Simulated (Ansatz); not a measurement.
**CoH4: properties of a relaxed candidate**

This session takes a relaxed cell of CoH4 and sets out to see whether it has a gap, which orbitals make up the states near it and how charge is shared.

Computed with Ansatz 0.2.0 (DFT PBE, scalar-relativistic, plane waves, PAW, unless a step's input says otherwise).

## 1. Starting point

The structure is triclinic, space group P-1 (No. 2). Conventional cell: a = 2.551 Å, b = 2.551 Å, c = 10.730 Å, α = 91.72°, β = 91.79°, γ = 90.00°. Co (site symmetry 1) is surrounded by 8 H at 1.63 Å. Around H (site symmetry 1) lie 2 Co at 1.63 Å.

Cell or atoms stand a little off a more symmetric structure (I4/mmm at a tolerance of 0.3 Å), so results at this geometry aren't those of that ideal crystal.

Structure file:

```xyz
10
Lattice="2.5512 -0.0012 -0.0071 0.0012 2.5512 -0.0065 0.3649 0.3492 10.7185" Properties=species:S:1:pos:R:3 pbc="T T T"
Co    2.1877    2.2046    8.0305
Co    0.7297    0.6945    2.6745
H     2.1898    0.9316    9.0412
H     2.0081    0.6964    3.6784
H     2.0025    0.6914    1.6635
H     2.1843    0.9265    7.0262
H     0.7276    1.9675    1.6638
H     0.9093    2.2028    7.0265
H     0.9149    2.2077    9.0415
H     0.7330    1.9727    3.6787
```

The cell was relaxed beforehand at this level, from a generated guess; it is a trial structure. At a tolerance of 0.05 Å it has space group P-1 (No. 2); it has 6.98 Å³/atom, an uncorrected energy of +0.16 eV/atom over the elements.

## 2. Electronic structure at the relaxed geometry

File input.yaml:

```yaml
crystal:
  lattice:
    - [2.5511680249, -0.0012451617, -0.007071784]
    - [0.0012147954, 2.5511699573, -0.0064649151]
    - [0.3649457717, 0.3492152195, 10.7185110555]
  atoms:
    - { symbol: Co, position: [0.7498368433, 0.7618402973, 0.7501706613] }
    - { symbol: Co, position: [0.2501631567, 0.2381597027, 0.2498293387] }
    - { symbol: H, position: [0.737467698, 0.2499754151, 0.844151546] }
    - { symbol: H, position: [0.7378235996, 0.2262578727, 0.3438091923] }
    - { symbol: H, position: [0.7625032884, 0.2500482297, 0.1558488538] }
    - { symbol: H, position: [0.7622060228, 0.2737101862, 0.6561912174] }
    - { symbol: H, position: [0.262532302, 0.7500245849, 0.155848454] }
    - { symbol: H, position: [0.2621764004, 0.7737421273, 0.6561908077] }
    - { symbol: H, position: [0.2374967116, 0.7499517703, 0.8441511462] }
    - { symbol: H, position: [0.2377939772, 0.7262898138, 0.3438087826] }
basis:
  ecutwfc: 420
kpoints:
  mp_grid: { grid: [14, 14, 4] }
  band_path:
    path:
      - [[0.0, 0.0, 0.0], [0.0, 0.5, 0.0]]
      - [[0.5, 0.0, 0.0], [0.0, 0.0, 0.0], [0.0, 0.0, -0.5]]
      - [[-0.5, -0.5, -0.5], [0.0, 0.0, 0.0], [-0.5, 0.0, -0.5]]
      - [[0.0, -0.5, -0.5], [0.0, 0.0, 0.0], [-0.5, 0.5, 0.0]]
    npoints: 14
hamiltonian:
  xc: pbe
scf:
  occupations: { method: gaussian, width: 0.1 }
  n_extra_bands: 25
output:
  forces: true
  stress: true
  eigenvalues: true
  populations: true
  dos: { projected: true, de: 0.02, nscf_kmesh: { grid: [17, 17, 5] } }
  bader: true
  write_density: true
  write_potential: true
  elf: true
  volumetric_format: npy
```

Command:

```sh
$ ansatz run input.yaml --threads 1 --pin off --max-ram 2560MiB --backend cpu --events-out ev --progress --plain --runs-dir out
```

The program printed:

```text
Warning: RAYON_NUM_THREADS=1 ignored (pool sized by the plan → 1); use --threads N
scf.n_extra_bands = 25 over 21 filled bands (N_el = 42.0): the run solves 46 bands
Engine: ansatz 0.2.0, aarch64-unknown-linux-gnu
Pseudopotentials: kind: paw
Pseudopotential: Co, paw, valence charge 17, recommended cutoff 420 eV (normal), Co.paw.azcp
Pseudopotential: H, paw, valence charge 1, recommended cutoff 420 eV (normal), H.paw.azcp
Functional definition: PBE
  parameter kappa = 0.804
  parameter beta = 0.06672455060314922
  exchange = pbe_x(kappa = kappa, mu = beta*pi^2/3)
  correlation = pbe_c(beta = beta)
Crystal: 10 atoms, lattice volume = 69.773 Å³
Basis set: ecut = 420 eV, 1367 PW (Γ), exchange–correlation on 36×36×144 points (8 copies of the dense FFT grid, shifted against one another)
Bands: 46, of which v1, the nominal top of the filled ones, is band 21 counted from 1 (20 counted from 0)
Symmetry: 2 space group operations
Space group: P-1 (ITA 2), of the structure as read, at distance tolerance 4.1e-5 Å
k-points: 396 of 784
Non-local potential: Co, projectors of the file, l = 0: 3, l = 1: 2, l = 2: 3, l = 3: 1
Non-local potential: H, projectors of the file, l = 0: 2, l = 1: 1
PAW form: soft (Blöchl's): semilocal exchange-correlation on the pseudo side does not see the compensation charge
PAW one-centre angular grid: Co, 590 points (default); XC on 64 Gauss nodes
PAW one-centre angular grid: H, 110 points (default); XC on 64 Gauss nodes
Initial density: superposition of atomic densities (neutral atoms: chi_scale 0, normalization atom), corrected by the library's trained network
Initial wavefunctions: pseudopotential atomic-orbital guess
Functional: x = pbe(κ = 0.804, μ = 0.2195149727645171), c = pbe(β = 0.06672455060314922)
SCF iter   1: F=—  HF=-10377.768403 eV  |F-HF|=—  |Δ(HF+E_count)|=         —  Δρ=2.09e-2  dr2=1.79e-1  ethr=1.77e-3  ⟨swp⟩=5.5  Hψ=80103  notcnv=0  defer=4369
preconditioner: auto → LDOS  [metal: Δε(μ)=0.007 eV  Ē_g=17.489 eV  σ=0.100 eV  W_gap=0.04  n_scr=12 (ndim 8)  ℏωp=22.7 eV  f_vac=0.266  D(μ)=0.93/eV (n_scr^D=4)  β→1.0]
SCF iter   2: F=—  HF=-10377.710537 eV  |F-HF|=—  |Δ(HF+E_count)|=   5.79e-2  Δρ=1.15e-2  dr2=5.22e-2  ethr=4.26e-4  ⟨swp⟩=2.2  Hψ=29105  notcnv=0  defer=7550
SCF iter   3: F=—  HF=-10377.689008 eV  |F-HF|=—  |Δ(HF+E_count)|=   2.15e-2  Δρ=7.75e-3  dr2=2.54e-2  ethr=1.24e-4  ⟨swp⟩=3.0  Hψ=22042  notcnv=0  defer=7550
SCF iter   4: F=—  HF=-10377.685367 eV  |F-HF|=—  |Δ(HF+E_count)|=   3.64e-3  Δρ=6.92e-4  dr2=1.19e-4  ethr=6.04e-5  ⟨swp⟩=2.0  Hψ=15291  notcnv=0  defer=7550
SCF iter   5: F=—  HF=-10377.685424 eV  |F-HF|=—  |Δ(HF+E_count)|=   5.73e-5  Δρ=2.90e-4  dr2=3.42e-5  ethr=2.83e-7  ⟨swp⟩=2.0  Hψ=20415  notcnv=0  defer=7544
SCF iter   6: F=—  HF=-10377.685365 eV  |F-HF|=—  |Δ(HF+E_count)|=   5.97e-5  Δρ=1.24e-4  dr2=6.79e-6  ethr=8.15e-8  ⟨swp⟩=1.8  Hψ=13151  notcnv=0  defer=7544
SCF iter   7: F=—  HF=-10377.685364 eV  |F-HF|=—  |Δ(HF+E_count)|=   8.27e-7  Δρ=8.45e-6  dr2=1.38e-7  ethr=1.62e-8  ⟨swp⟩=2.3  Hψ=13387  notcnv=0  defer=7544
SCF iter   8: F=-10377.685364 eV  HF=-10377.685364 eV  |F-HF|=4.56e-9  |Δ(HF+E_count)|=   1.24e-8  Δρ=5.51e-6  dr2=6.58e-9  ethr=2.38e-10  ⟨swp⟩=17.1  Hψ=139515  notcnv=0
SCF 1 converged in 8 iterations: F = -10377.685364 eV  dr2 = 6.58e-9
NSCF: frozen V_eff on 102 k-points
NSCF: frozen V_eff on 723 k-points
SCF converged after 8 iterations
Free energy (F): -10377.685364 eV
Harris-Foulkes:  -10377.685364 eV  (|F-HF|=4.56e-9)
Internal energy: -10377.680260 eV  (E = F + TS)
E sigma→0 (E₀):  -10377.682812 eV
Entropy (-TS):   -0.005104 eV (-0.510 meV/atom)
Fermi energy:    4.578156 eV
--- Per-component energies (eV) ---
  E_band       = -981.961197
  E_kinetic    = 1021.288936
  E_local      = -10841.451430  (includes V_loc(G=0)·N_el)
  E_nonlocal   = 909.908049
  E_hartree    = 4704.330528
  E_xc         = -392.176028
  E_vxc        = -506.683176  (∫ρ·V_xc dr)
  E_paw        = -3029.120390  (= ΣΔE_a)
  E_vpaw       = -973.671452  (= ΣTr[D̂ρ^β])
  E_aug_tail   = -0.009368  (compensation charges beyond the density's cutoff)
  E_ewald      = -2750.450556
  E_smearing   = -0.005104  (= −TS)
  E_closure    = 0.000000  (closes the sum)
  Σ components = -10377.685364   (vs F -10377.685364, Δ=0.00e0)
--- Forces (eV/Å), atoms counted from 1 ---
  atom   1  Co     0.00000045    -0.00000652    -0.00002433
  atom   2  Co    -0.00000045     0.00000652     0.00002433
  atom   3  H      0.00001579    -0.00001452    -0.00077423
  atom   4  H     -0.00000106     0.00003504    -0.00071694
  atom   5  H     -0.00000018     0.00000266     0.00076808
  atom   6  H     -0.00001826    -0.00002391     0.00072506
  atom   7  H     -0.00001579     0.00001452     0.00077423
  atom   8  H      0.00000106    -0.00003504     0.00071694
  atom   9  H      0.00000018    -0.00000266    -0.00076808
  atom  10  H      0.00001826     0.00002391    -0.00072506
  max |Σ_I F_I| component: 0.00e0 eV/Å
--- Stress (GPa, compression-positive) ---
       -0.025378       0.000362      -0.002469
        0.000362      -0.025498      -0.002282
       -0.002469      -0.002282       0.011590
  P = ⅓ Tr σ = -0.0131 GPa (-0.131 kbar)
--- Band table (eV; the first three rows and the last of 396) ---
  k-point 0: bands = ["-90.4962", "-90.4962", "-53.7844", "-53.7844", "-53.7844", "-53.7844", "-53.6185", "-53.6185", "-6.0964", "-5.9741", "-2.4616", "-2.0592", "-0.0903", "-0.0883", "2.0293", "2.2031", "3.4858", "3.4858", "3.4867", "3.4867", "4.2015", "4.2015", "8.4285", "10.5860", "10.9622", "11.0434", "12.8907", "12.9688", "13.0585", "19.0547", "19.5655", "19.5659", "19.7155", "19.7158", "19.9639", "25.1031", "25.1170", "25.4459", "26.1049", "26.1577", "26.3431", "26.6390", "27.2770", "28.7105", "29.5821", "30.3016"]
  k-point 1: bands = ["-90.4962", "-90.4962", "-53.7844", "-53.7844", "-53.7844", "-53.7844", "-53.6185", "-53.6185", "-6.0795", "-5.9931", "-2.4044", "-2.1204", "-0.0900", "-0.0886", "2.0582", "2.1807", "3.4860", "3.4860", "3.4866", "3.4866", "4.2015", "4.2015", "8.6254", "10.0152", "10.9739", "11.0313", "12.9827", "13.0456", "13.7330", "17.3116", "19.5864", "19.5865", "19.6923", "19.6926", "21.8334", "25.2221", "25.2371", "25.3814", "25.9101", "25.9301", "26.1289", "26.6482", "26.9584", "28.0169", "29.6521", "30.6916"]
  k-point 2: bands = ["-90.4962", "-90.4962", "-53.7844", "-53.7844", "-53.7844", "-53.7844", "-53.6185", "-53.6185", "-6.0378", "-6.0370", "-2.2655", "-2.2632", "-0.0894", "-0.0892", "2.1224", "2.1231", "3.4863", "3.4863", "3.4863", "3.4863", "4.2015", "4.2015", "9.1885", "9.1936", "11.0008", "11.0038", "13.0128", "13.0164", "15.3716", "15.3822", "19.6330", "19.6379", "19.6386", "19.6435", "24.0710", "24.0761", "25.4944", "25.5365", "25.5493", "25.5846", "25.9744", "26.0213", "27.4368", "27.4681", "30.0004", "30.0224"]
  k-point 395: bands = ["-90.4679", "-90.4679", "-53.9169", "-53.9169", "-53.9169", "-53.9169", "-53.5833", "-53.5833", "-0.1238", "-0.1235", "-0.1232", "-0.1226", "1.1777", "1.1777", "2.0855", "2.0865", "2.0872", "2.0884", "3.5508", "3.5512", "4.5360", "4.5360", "10.0869", "10.0932", "10.0950", "10.0987", "12.4089", "12.4157", "13.0563", "13.0660", "13.6922", "13.7037", "14.5530", "14.5680", "18.3958", "18.4345", "18.4361", "18.4583", "21.4427", "21.4568", "22.4242", "22.4345", "24.2884", "24.3505", "24.4570", "24.4626"]
--- Löwdin populations: 10 sites ---
  site symbol       q [e]
     0     Co     16.4874
     1     Co     16.4874
     2      H      1.0903
     3      H      1.0903
     4      H      1.0903
     5      H      1.0903
     6      H      1.0903
     7      H      1.0903
     8      H      1.0903
     9      H      1.0903
  spilling = 0.007211 (of n_electrons = 42.000000)
--- Bader charges: 10 sites ---
  site symbol  charge [e]  shift [e]
     0     Co      0.4733     0.0008
     1     Co      0.4733     0.0008
     2      H     -0.1183     0.0002
     3      H     -0.1183     0.0002
     4      H     -0.1183     0.0002
     5      H     -0.1183     0.0002
     6      H     -0.1183     0.0002
     7      H     -0.1183     0.0002
     8      H     -0.1183     0.0002
     9      H     -0.1183     0.0002
  estimated error of the sums over rays = 2.6e-4 e
```

Wall time 4 min (1 thread of Arm Neoverse V2, shared host); peak memory 1.5 GiB.

Per atom:

```
atom  Löwdin electrons  Bader charge (e)  Bader volume (Å³)
 Co1             16.49             +0.47               10.1
 Co2             16.49             +0.47               10.1
  H3              1.09             -0.12                5.9
  H4              1.09             -0.12                5.9
  H5              1.09             -0.12                5.9
  H6              1.09             -0.12                5.9
  H7              1.09             -0.12                5.9
  H8              1.09             -0.12                5.9
  H9              1.09             -0.12                5.9
 H10              1.09             -0.12                5.9
```

The Löwdin counts miss 0.30 of the 42 electrons, which the atomic orbitals do not span, so they are no charges.

bands.tsv at the labelled points (eV, zero at the Fermi level; the bands nearest the Fermi level):

| point | band 19 | band 20 | band 21 | band 22 | band 23 | band 24 | band 25 | band 26 |
| --- | --- | --- | --- | --- | --- | --- | --- | --- |
| Γ | -1.09 | -1.09 | -0.38 | -0.38 | 3.85 | 6.01 | 6.38 | 6.46 |
| X | -1.22 | -1.22 | -0.93 | -0.93 | 1.08 | 1.09 | 3.90 | 3.94 |
| Y | -1.22 | -1.22 | -0.93 | -0.93 | 1.09 | 1.09 | 3.92 | 3.92 |
| Γ | -1.09 | -1.09 | -0.38 | -0.38 | 3.85 | 6.01 | 6.38 | 6.46 |
| Z | -1.09 | -1.09 | -0.38 | -0.38 | 4.61 | 4.62 | 6.42 | 6.43 |
| R2 | -1.03 | -1.03 | -0.04 | -0.04 | 5.51 | 5.51 | 5.52 | 5.52 |
| Γ | -1.09 | -1.09 | -0.38 | -0.38 | 3.85 | 6.01 | 6.38 | 6.46 |
| T2 | -1.22 | -1.22 | -0.93 | -0.93 | 1.08 | 1.09 | 3.84 | 3.97 |
| U2 | -1.22 | -1.22 | -0.93 | -0.93 | 1.08 | 1.09 | 3.84 | 3.97 |
| Γ | -1.09 | -1.09 | -0.38 | -0.38 | 3.85 | 6.01 | 6.38 | 6.46 |
| V2 | -1.03 | -1.03 | -0.04 | -0.04 | 5.35 | 5.36 | 5.68 | 5.70 |

States per cell in windows of 1 eV, from dos.tsv and pdos.tsv (zero at the Fermi level):

```csv
from,to,total,Co 3d,H 1s
-8,-7,0.71,0.05,0.46
-7,-6,2.06,0.33,1.51
-6,-5,2.89,1.28,1.50
-5,-4,4.20,2.36,1.73
-4,-3,2.14,1.20,0.88
-3,-2,3.09,2.07,0.96
-2,-1,6.43,5.98,0.36
-1,0,2.99,2.70,0.26
0,1,1.47,0.99,0.43
1,2,1.74,1.01,0.61
2,3,0.98,0.39,0.52
3,4,0.76,0.24,0.46
4,5,2.17,0.54,1.28
5,6,2.68,0.48,1.71
```

Below -8 eV lie 17 or so more states.

Density in a lattice plane of the grid's cell (edges 2.55 and 10.73 Å, at 0.226 of the third edge), which holds Co and H.

Values in e/Å³, 12 rows by 6 columns:
```
 0.05  0.03  0.03  0.06  0.11  0.10
 0.26  0.11  0.12  0.33  1.20  1.02
 0.23  0.12  0.12  0.23  0.39  0.39
 0.31  0.12  0.12  0.28  1.00  1.12
 0.06  0.03  0.03  0.05  0.09  0.10
 0.01  0.00  0.00  0.01  0.01  0.01
 0.07  0.05  0.06  0.07  0.11  0.10
 0.49  0.64  0.62  0.54  1.27  1.09
 2.42 31.64 32.76  3.02  0.47  0.45
 0.52  0.62  0.65  0.52  1.10  1.21
 0.07  0.06  0.06  0.07  0.10  0.11
 0.01  0.00  0.00  0.01  0.01  0.01
```
Columns run along the first of these edges and rows up along the second, over one cell in 6 and 12 even steps from the bottom left corner. Atoms in the plane (fractional): Co at (0.25, 0.25), H at (0.74, 0.84), H at (0.74, 0.34), H at (0.76, 0.16), H at (0.76, 0.66).

ELF in the same plane.

Values, 12 rows by 6 columns:
```
0.19 0.03 0.04 0.33 0.76 0.70
0.59 0.09 0.12 0.68 0.98 0.98
0.22 0.09 0.10 0.22 0.34 0.35
0.68 0.12 0.10 0.57 0.97 0.98
0.30 0.04 0.03 0.20 0.66 0.74
0.00 0.00 0.00 0.00 0.00 0.00
0.29 0.16 0.17 0.39 0.76 0.70
0.35 0.20 0.20 0.48 0.98 0.97
0.26 0.95 0.93 0.31 0.25 0.24
0.45 0.20 0.21 0.39 0.96 0.98
0.38 0.17 0.16 0.30 0.69 0.76
0.00 0.00 0.00 0.00 0.00 0.00
```
Columns run along the first of these edges and rows up along the second, over one cell in 6 and 12 even steps from the bottom left corner. Atoms in the plane (fractional): Co at (0.25, 0.25), H at (0.74, 0.84), H at (0.74, 0.34), H at (0.76, 0.16), H at (0.76, 0.66).

Both are smooth fields of the valence electrons: close to the nuclei they are not physical.

The highest ELF values outside the cores: 1.00 at H.

## 3. Changing settings: accuracy medium

Edit input.yaml of step 2 so:

```diff
@@ -20,9 +20,2 @@
   mp_grid: { grid: [14, 14, 4] }
-  band_path:
-    path:
-      - [[0.0, 0.0, 0.0], [0.0, 0.5, 0.0]]
-      - [[0.5, 0.0, 0.0], [0.0, 0.0, 0.0], [0.0, 0.0, -0.5]]
-      - [[-0.5, -0.5, -0.5], [0.0, 0.0, 0.0], [-0.5, 0.0, -0.5]]
-      - [[0.0, -0.5, -0.5], [0.0, 0.0, 0.0], [-0.5, 0.5, 0.0]]
-    npoints: 14
 hamiltonian:
@@ -31,13 +24,6 @@
   occupations: { method: gaussian, width: 0.1 }
-  n_extra_bands: 25
 output:
   forces: true
+  eigenvalues: true
   stress: true
-  eigenvalues: true
-  populations: true
-  dos: { projected: true, de: 0.02, nscf_kmesh: { grid: [17, 17, 5] } }
-  bader: true
-  write_density: true
-  write_potential: true
-  elf: true
-  volumetric_format: npy
+accuracy: medium
```

Command:

```sh
$ ansatz run input.yaml --threads 1 --pin off --max-ram 2560MiB --backend cpu --events-out ev --progress --plain --runs-dir out
```

The program printed, shortened:

```text
Warning: RAYON_NUM_THREADS=1 ignored (pool sized by the plan → 1); use --threads N
[...]
[... 4 set-up lines as earlier in the session ...]
[...]
Crystal: 10 atoms, lattice volume = 69.773 Å³
Basis set: ecut = 420 eV, 1367 PW (Γ), exchange–correlation on 36×36×144 points (8 copies of the dense FFT grid, shifted against one another)
Bands: 31, of which v1, the nominal top of the filled ones, is band 21 counted from 1 (20 counted from 0)
[... 2 set-up lines as earlier in the session ...]
k-points: 396 of 784
[...]
SCF iter   1: F=—  HF=-10377.768138 eV  |F-HF|=—  |Δ(HF+E_count)|=         —  Δρ=2.09e-2  dr2=1.79e-1  ethr=1.77e-3  ⟨swp⟩=5.8  Hψ=52648  notcnv=0  defer=525
[...]
SCF converged after 8 iterations
Free energy (F): -10377.685364 eV
[...]
E sigma→0 (E₀):  -10377.682812 eV
Entropy (-TS):   -0.005104 eV (-0.510 meV/atom)
Fermi energy:    4.578155 eV
[...]
--- Forces (eV/Å), atoms counted from 1 ---
  atom   1  Co     0.00000041    -0.00000658    -0.00002136
  atom   2  Co    -0.00000041     0.00000658     0.00002136
  atom   3  H      0.00001581    -0.00001455    -0.00077432
  atom   4  H     -0.00000110     0.00003506    -0.00071725
  atom   5  H     -0.00000013     0.00000264     0.00076818
  atom   6  H     -0.00001826    -0.00002386     0.00072537
  atom   7  H     -0.00001581     0.00001455     0.00077432
  atom   8  H      0.00000110    -0.00003506     0.00071725
[...]
--- Stress (GPa, compression-positive) ---
       -0.025389       0.000362      -0.002469
        0.000362      -0.025509      -0.002283
       -0.002469      -0.002282       0.011558
  P = ⅓ Tr σ = -0.0131 GPa (-0.131 kbar)
--- Band table (eV; the first three rows and the last of 396) ---
[...]
```

Wall time 37 s (1 thread of Arm Neoverse V2, shared host); peak memory 0.78 GiB.

```
    run     ending  energy change  pressure (GPa)  gap (eV)  force (eV/Å)  cycles   time
 step 2  converged              0             0.0      0.00          0.00       8  4 min
variant  converged   0.0 meV/atom             0.0      0.00          0.00       8   37 s
```

The changed input (accuracy level) leaves the energy the same to the digits printed.

## 4. Results

| quantity | value |
| --- | --- |
| gap | none (metal) |
| states at the Fermi level | 1.01 per eV per cell |
| Bader charges | Co +0.47, H -0.12 e |

What this shows: There is no gap at this level. Of the projected weight within 0.25 eV of the Fermi level, the largest part is Co 3d (73 %). Bader charges reach 0.5 e, so charge transfer in this metal is moderate. Spin polarisation is off in the runs that give these values; a magnetic solution could lie lower.
